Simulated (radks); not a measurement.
**Gd with its nuclear charge varied continuously**

One table from this session's results is given with a row withheld; the runs are named, their logs left out.

The numbers are computed with radks (a radial shooting solver on a logarithmic mesh, Libxc functionals) version 1 (non-relativistic Kohn-Sham, PBE, spin-polarised, spherical densities, point nucleus; open shells are filled with parallel spins first), except any that are marked as measured or tabulated.

## The system

```
element       : gadolinium (Z = 64)
charge        : 0
electrons     : 64
configuration : [Xe] 4f7 5d1 6s2
```

Outer shells as boxes (Hund's rule):

Gd
```
[Xe] core
4f [↑ ][↑ ][↑ ][↑ ][↑ ][↑ ][↑ ]
5d [↑ ][  ][  ][  ][  ]
6s [↑↓]
```

The first run:

Settings of this run:

```text
Z 64
configuration [Xe] 4f7 5d1 6s2
relativity non-relativistic
functional pbe,pbe
spin polarised
nucleus point
```

Among the steps run: Z = 64.

One of the session's tables, all rows but one given; the rest of the session is left out.

It belongs to the step «Z = 64». Sizes of the orbitals, from the radial functions (bohr):

| level | <r> | outermost maximum (interpolated) | 90 % within | nodes |
| --- | --- | --- | --- | --- |
| 5p up | ? | ? | ? | ? |
| 5p down | 1.623 | 1.41 | 2.38 | 3 |
| 4f up | 0.8150 | 0.555 | 1.37 | 0 |
| 4f down | 0.8529 | 0.558 | 1.46 | 0 |
| 6s up | 4.174 | 3.57 | 6.14 | 5 |
| 5d up | 2.592 | 1.88 | 4.19 | 2 |
| 6s down | 4.375 | 3.74 | 6.46 | 5 |
| 5d down | 2.863 | 1.96 | 4.73 | 2 |

**Question.** Estimate the row for 5p up.

The run gave: <r>: 1.588; outermost maximum (interpolated): 1.38; 90 % within: 2.32; nodes: 3. In the column «<r>» it lies between 4f down (0.8529) and 5p down (1.623).
